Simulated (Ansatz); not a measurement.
# SnBr₂: up Jacob's ladder to CCSD(T)

An exercise on one series of results from a longer session: the logs are not shown, and one member is left open.

The runs use Ansatz 0.2.0, Gaussian basis; functionals in def2-TZVPP, the program's frozen cores in correlated methods.

Plan: LDA (SPW92), PBE-D4, revPBE-D4, BLYP-D4, r2SCAN-D4, B97M-V, PBE0-D4, B3LYP-D4, r2SCANh-D4, r2SCAN0-D4, HSE06-D4, BHLYP-D4, CAM-B3LYP-D4, LC-ωPBE, ωB97X-V, ωB97M-V, B2PLYP, PBE-QIDH; CCSD(T)/def2-SVP; CCSD(T)/def2-TZVPP; MP2/def2-QZVPP; extrapolation to the limit; RPA on PBE.

### The relaxed structure

All runs share one geometry, relaxed beforehand with PBE0-D4 in a triple-zeta def2 set. Sn takes the def2 core potential; no spin-orbit term is included.

SMILES `[Br][Sn][Br]`, 3 atoms, charge 0, spin multiplicity 1.

Atoms are counted from 1 here; the program's logs count them from 0.

Bond lengths: Br1–Sn2 2.519 Å, Sn2–Br3 2.519 Å. Angles: Br1–Sn2–Br3 99.3°.

The first run:

The input, in.yaml:

```yaml
crystal:
  periodic: [false, false, false]
  atoms:
    - {symbol: Br, position_ang: [-1.738357, 0.329756, -0.923845]}
    - {symbol: Sn, position_ang: [0.368620, 0.951207, 0.308165]}
    - {symbol: Br, position_ang: [1.358938, -1.345764, 0.602381]}
basis:
  gaussian: {orbitals: def2-TZVPP}
hamiltonian: {xc: lda}
output: {orbitals: {seedname: orbitals}}
```

Run with:

```bash
$ ansatz run in.yaml --threads 4 --pin off --events-out ev --progress --plain --max-ram 10444MiB
```

Among the steps run: LDA; PBE-D4 (GGA); revPBE-D4 (GGA); BLYP-D4 (GGA); r2SCAN-D4 (meta-GGA); B97M-V (meta-GGA); PBE0-D4 (hybrid); B3LYP-D4 (hybrid); r2SCANh-D4 (hybrid); r2SCAN0-D4 (hybrid); HSE06-D4 (hybrid); BHLYP-D4 (hybrid); CAM-B3LYP-D4 (range-separated); LC-ωPBE (range-separated); ωB97X-V (range-separated); ωB97M-V (range-separated); B2PLYP (double hybrid); PBE-QIDH (double hybrid).

One table of the session follows, with a row left open; its other results are not shown here.

It belongs to the step «Frontier levels by functional». 

```
  functional  HOMO (eV)  LUMO (eV)  gap (eV)
 LDA (SPW92)          ?          ?         ?
      PBE-D4      -6.69      -3.84      2.85
   revPBE-D4      -6.63      -3.74      2.89
     BLYP-D4      -6.54      -3.76      2.79
   r2SCAN-D4      -6.99      -3.81      3.17
      B97M-V      -6.89      -3.80      3.10
     PBE0-D4      -7.72      -3.22      4.50
    B3LYP-D4      -7.53      -3.43      4.10
  r2SCANh-D4      -7.36      -3.57      3.79
  r2SCAN0-D4      -7.92      -3.21      4.71
    HSE06-D4      -7.34      -3.58      3.76
    BHLYP-D4      -8.60      -2.53      6.08
CAM-B3LYP-D4      -8.90      -2.33      6.57
     LC-ωPBE     -10.09      -1.29      8.80
     ωB97X-V      -9.80      -1.37      8.43
     ωB97M-V      -9.70      -1.49      8.21
```

**Question.** Estimate the row for LDA (SPW92).

**Answer.** HOMO (eV): -6.90; LUMO (eV): -4.11; gap (eV): 2.79. In the column «HOMO (eV)» it lies between r2SCAN-D4 (-6.99) and B97M-V (-6.89).
